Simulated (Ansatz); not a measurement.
**CHGeO+ (quintet): from Hartree-Fock to the top rungs, cc-pVDZ**

The task here is to estimate one member of a computed series from the others.

The runs use Ansatz 0.2.0, Gaussian basis; cc-pVDZ, core rule «outside noble gas», up to 16 orbitals frozen.

To be run: UHF; CCSD(T) on ROHF; CCSD(T) on UHF; BCCD(T) on ROHF; CISD; CCSDT(Q) on ROHF; CCSDT(Q) on UHF.

22 further runs of the same task are left out: 11 that didn't finish, 11 set aside as unsound or not needed.

### The geometry

The geometry is a PBE0/def2-TZVP stationary point (not a proven minimum) of the parent state, kept for this charge and spin. No spin-orbit coupling is included. The filled d shell of Ge may be among the frozen orbitals whatever the setting's name suggests; the logs give the count.

4 atoms, charge 1, spin multiplicity 5.

Atoms are counted from 1 here; the program's logs count them from 0.

Bond lengths: C1–Ge2 1.966 Å, Ge2–O3 1.786 Å, O3–H4 0.962 Å. Angles: C1–Ge2–O3 99.3°, Ge2–O3–H4 113.3°.

Set-up of the first run:

in.yaml reads:

```yaml
crystal:
  periodic: [false, false, false]
  atoms:
    - {symbol: C, position_ang: [0.000000, -1.033092, 1.493061]}
    - {symbol: Ge, position_ang: [0.000000, 0.334803, 0.081537]}
    - {symbol: O, position_ang: [0.000000, -0.729085, -1.353363]}
    - {symbol: H, position_ang: [0.000000, -0.245076, -2.185226]}
basis:
  gaussian: {orbitals: cc-pVDZ}
total_charge: 1
magnetization: {spin_polarized: true, initial_magnetization: 4}
hamiltonian: {xc: hf}
output: {orbitals: {seedname: orbitals}}
```

The run is started by

```
ansatz run in.yaml --threads 1 --pin off --events-out ev --progress --plain --max-ram 2393MiB
```

Among the steps run: UHF; CCSD(T) on ROHF; CCSD(T) on UHF; BCCD(T) on ROHF; CISD; CCSDT(Q) on ROHF; CCSDT(Q) on UHF.

One table of the session follows, with a row left open; its other results are not shown here.

```
   method  from UCCSDT(Q) (kJ/mol)
     ROHF                   +909.0
      UHF                        ?
     RMP2                   +104.5
     UMP2                   +110.2
    RCCSD                    +39.8
    UCCSD                    +37.5
 RCCSD(T)                     +9.3
 UCCSD(T)                     +8.8
  BCCD(T)                     +9.1
   RCCSDT                     +4.7
   UCCSDT                     +3.8
RCCSDT(Q)                     +1.6
UCCSDT(Q)                        0
```

Estimate the missing values for UHF.

The run gave: from UCCSDT(Q) (kJ/mol): +889.3. In the column «from UCCSDT(Q) (kJ/mol)» it lies between UMP2 (+110.2) and ROHF (+909.0).

Not comparable, so not listed: CISD (they don't share determinant, frozen orbitals or solution with the rows shown, or repeat one).

Caveats from the session: Restricted and unrestricted rows rest on different reference determinants; where their highest levels disagree by more than a few hundredths of an eV, they describe different states and don't form one ladder.
